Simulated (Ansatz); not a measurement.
**GaC (quartet): wB97M-V, B2PLYP over a scan of the distance C1–Ga2, cc-pVDZ**

How well do these functionals follow the top wave-function level for GaC (quartet) over a scan of the distance C1–Ga2?

Computed with Ansatz 0.2.0, Gaussian basis. Level: cc-pVDZ, all electrons in the functionals, frozen cores in the correlation of double hybrids and RPA.

To be run: wB97M-V, B2PLYP, at 1.630 Å; 1.834 Å; 2.002 Å; 2.248 Å; 2.490 Å; 2.751 Å; 3.159 Å; 3.660 Å; 4.367 Å; 5.405 Å; 6.847 Å.

21 further runs of the same task are left out: 2 for a known fault of the program, 15 that didn't finish, 4 set aside as unsound or not needed.

### 1 What is computed

The geometry derives from a PBE0/def2-TZVP stationary point (not a proven minimum). One bond is set to the value named and the two fragments are kept rigid. No spin-orbit coupling is included. The filled d shell of Ga may be among the frozen orbitals whatever the setting's name suggests; the logs give the count.

2 atoms, charge 0, spin multiplicity 4.

Atoms are counted from 1 here; the program's logs count them from 0.

Bond lengths: C1–Ga2 2.002 Å.

No dispersion term is added; wB97M-V holds VV10 nonlocal correlation.

The geometry shown and the zero of energy belong to the point 2.002 Å. The yardstick, FCI, and other wave-function levels (R restricted, U unrestricted, valence and pair active spaces) come from earlier runs.

### 2 wB97M-V, 1.630 Å

File in.yaml:

```yaml
crystal:
  periodic: [false, false, false]
  atoms:
    - {symbol: C, position_ang: [0.000000, 0.000000, 0.000000]}
    - {symbol: Ga, position_ang: [0.000000, 0.000000, 1.630000]}
basis:
  gaussian: {orbitals: cc-pVDZ}
magnetization: {spin_polarized: true, initial_magnetization: 3}
hamiltonian: {xc: {name: wB97M-V}}
output: {forces: true, orbitals: {seedname: orbitals}}
```

Command:

```console
$ ansatz run in.yaml --threads 1 --pin off --events-out ev --progress --plain --max-ram 2393MiB
```

After this run come: wB97M-V, 1.834 Å; wB97M-V, 2.002 Å; wB97M-V, 2.248 Å; wB97M-V, 2.490 Å; wB97M-V, 2.751 Å; wB97M-V, 3.159 Å; wB97M-V, 3.660 Å; wB97M-V, 4.367 Å; wB97M-V, 5.405 Å; wB97M-V, 6.847 Å; B2PLYP, 1.630 Å; B2PLYP, 1.834 Å; B2PLYP, 2.002 Å; B2PLYP, 2.248 Å; B2PLYP, 2.490 Å; B2PLYP, 2.751 Å; B2PLYP, 3.159 Å; B2PLYP, 3.660 Å; B2PLYP, 4.367 Å; B2PLYP, 5.405 Å; B2PLYP, 6.847 Å.

**Question.** What will the summary of the whole plan be? Wanted: span of the FCI curve; largest miss, wB97M-V; largest miss, B2PLYP.

**Answer**, as computed:

```
             quantity                   value
span of the FCI curve            270.5 kJ/mol
largest miss, wB97M-V  -24.8 kJ/mol (1.630 Å)
 largest miss, B2PLYP  -16.3 kJ/mol (1.630 Å)
```

**Reading.** Of the functionals, B2PLYP keep the smallest largest miss at the points compared (at most 16.3 kJ/mol) and wB97M-V strays most (24.8 kJ/mol, at 1.630 Å). Functionals and the yardstick converge differently with the basis, so part of each miss in cc-pVDZ is the basis.
